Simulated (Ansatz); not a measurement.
# AlCl3H4OSi: the cost of one run

Program: Ansatz 0.2.0. Level of theory: RKS B3LYP-D4/def2-SVP. These are calculated values, not measurements.

### 1 The system as given

Bond lengths: Al1–O2 2.130 Å, O2–Si3 1.680 Å, Si3–H4 1.460 Å, Si3–H5 1.460 Å, Si3–H6 1.460 Å, Al1–Cl7 2.230 Å, Al1–Cl8 2.230 Å, Al1–Cl9 2.530 Å. Angles: Al1–O2–Si3 125.0°, O2–Al1–Cl7 120.0°, O2–Al1–Cl8 120.0°, O2–Al1–Cl9 71.6°, Cl7–Al1–Cl8 120.0°, Cl7–Al1–Cl9 96.8°, Cl8–Al1–Cl9 101.3°, O2–Si3–H4 109.5°, O2–Si3–H5 109.5°, O2–Si3–H6 109.5°, H4–Si3–H5 109.4°, H4–Si3–H6 109.4°, H5–Si3–H6 109.4°.

Structure file:

```xyz
10

Al    0.0000    0.0000    0.0000
O     0.0000    0.0000    2.1300
Si   -1.3147   -0.4067    3.0936
H    -2.2390   -1.2403    2.3304
H    -0.8506   -1.1432    4.2657
H    -1.9987    0.8095    3.5233
Cl    1.9312    0.0000   -1.1150
Cl   -1.9312    0.0000   -1.1150
Cl    0.1134    2.3983    0.7978
H     0.0597    1.2630    1.9417
```

### 2 Pulling towards end A

Springs on the bonds that form and break draw the guess towards this end; the thresholds are loose.

The input, input.yaml:

```yaml
crystal:
  periodic: [false, false, false]
  atoms:
    - { symbol: Al, position_ang: [0.0, 0.0, 0.0] }
    - { symbol: O, position_ang: [0.0, 0.0, 2.13] }
    - { symbol: Si, position_ang: [-1.3147, -0.4067, 3.0936] }
    - { symbol: H, position_ang: [-2.239, -1.2403, 2.3304] }
    - { symbol: H, position_ang: [-0.8506, -1.1432, 4.2657] }
    - { symbol: H, position_ang: [-1.9987, 0.8095, 3.5233] }
    - { symbol: Cl, position_ang: [1.9312, 0.0, -1.115] }
    - { symbol: Cl, position_ang: [-1.9312, 0.0, -1.115] }
    - { symbol: Cl, position_ang: [0.1134, 2.3983, 0.7978] }
    - { symbol: H, position_ang: [0.0597, 1.263, 1.9417] }
basis:
  gaussian: { orbitals: def2-SVP }
hamiltonian:
  xc: b3lyp
  dispersion: d4
relax:
  f_tol: 0.15
  max_steps: 25
  restrain:
    - { distance: [0, 8], at: 3.43, k: 30.0 }
    - { distance: [9, 1], at: 2.21, k: 30.0 }
    - { distance: [0, 1], at: 1.78, k: 30.0 }
    - { distance: [9, 8], at: 1.37, k: 30.0 }
```

On the command line:

```console
> ansatz run input.yaml --threads 4 --pin off --max-ram 5120MiB --backend cpu --events-out ev --progress --plain --runs-dir out
```

Q: Estimate wall time and peak memory on 4 threads of Arm Neoverse V2, shared host.

About 16 s, with a peak of 0.35 GiB.
